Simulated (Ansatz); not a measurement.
# BH3O3: the cost of one run

Computed with Ansatz 0.2.0, Gaussian basis. Level: PBE0-D4/def2-TZVP structures, single points in def2-TZVPP, no counterpoise correction.

Levels: SPW92, PBE-D4, BLYP-D4, r2SCAN-D4, B97M-V, PBE0-D4, B3LYP-D4, r2SCAN0-D4, BHLYP-D4, CAM-B3LYP-D4, wB97X-V, wB97M-V, B2PLYP, PBE-QIDH, RPA on PBE, Hartree-Fock, MP2, CCSD, CCSD(T).

Correlated methods freeze the cores. Filled d shells of the heavier atoms are correlated. B3LYP uses VWN-RPA correlation. B2PLYP carries no dispersion term here.

95 further runs of the same task are left out: 1 that didn't finish, 94 set aside as unsound or not needed. Runs told in other sessions of the task aren't counted.

**1. The starting structure**

The complex: 9 atoms, charge 0, spin multiplicity 1.

Atoms are counted from 1 here; the program's logs count them from 0.

Bond lengths: B1–O2 1.380 Å, B1–O3 1.357 Å, B1–O4 1.362 Å, O2–H7 0.960 Å, O3–H8 0.964 Å, O4–H9 0.960 Å, H5–Br6 1.445 Å. Angles: O2–B1–O3 120.6°, O2–B1–O4 118.2°, O3–B1–O4 121.2°, B1–O2–H7 112.9°, B1–O3–H8 114.3°, B1–O4–H9 112.4°.

Coordinates:

```mol
BBrH4O3
  3D, bonds by distance, orders not assigned

  9  7  0  0  0  0  0  0  0  0999 V2000
   -0.2360   -0.4585   -0.5135 B   0  0
   -0.4715    0.8684   -0.2176 O   0  0
    0.6094   -1.1969    0.2489 O   0  0
   -0.8733   -1.0023   -1.5874 O   0  0
    0.4115    1.5631    1.2415 H   0  0
    1.2895    1.5837    2.3890 Br  0  0
   -1.0863    1.2836   -0.8273 H   0  0
    1.0062   -0.7143    0.9825 H   0  0
   -0.6494   -1.9268   -1.7161 H   0  0
  1  2  8  0
  1  3  8  0
  1  4  8  0
  2  7  8  0
  3  8  8  0
  4  9  8  0
  5  6  8  0
M  END
```

Its parts: BH₃O₃ holds atoms 1, 2, 3, 4, 7, 8, 9; HBr holds atoms 5, 6. Each part counts its atoms afresh in its own runs.

**2. Relaxing BH₃O₃ alone**

Input file relax-a/in.yaml:

```yaml
crystal:
  periodic: [false, false, false]
  atoms:
    - {symbol: B, position_ang: [-0.236003, -0.458540, -0.513527]}
    - {symbol: O, position_ang: [-0.471533, 0.868412, -0.217589]}
    - {symbol: O, position_ang: [0.609438, -1.196867, 0.248890]}
    - {symbol: O, position_ang: [-0.873310, -1.002297, -1.587371]}
    - {symbol: H, position_ang: [-1.086281, 1.283597, -0.827267]}
    - {symbol: H, position_ang: [1.006154, -0.714300, 0.982530]}
    - {symbol: H, position_ang: [-0.649446, -1.926751, -1.716089]}
basis:
  gaussian: {orbitals: def2-TZVP}
hamiltonian: {xc: pbe0, dispersion: d4}
relax: {f_tol: 0.005, max_steps: 200}
```

Started as:

```console
ansatz run in.yaml --threads 8 --pin off --events-out ev --progress --plain --max-ram 19148MiB
```

**Question.** How long does this run take on 8 threads of Arm Neoverse V1, shared host?

About 3.9 s.
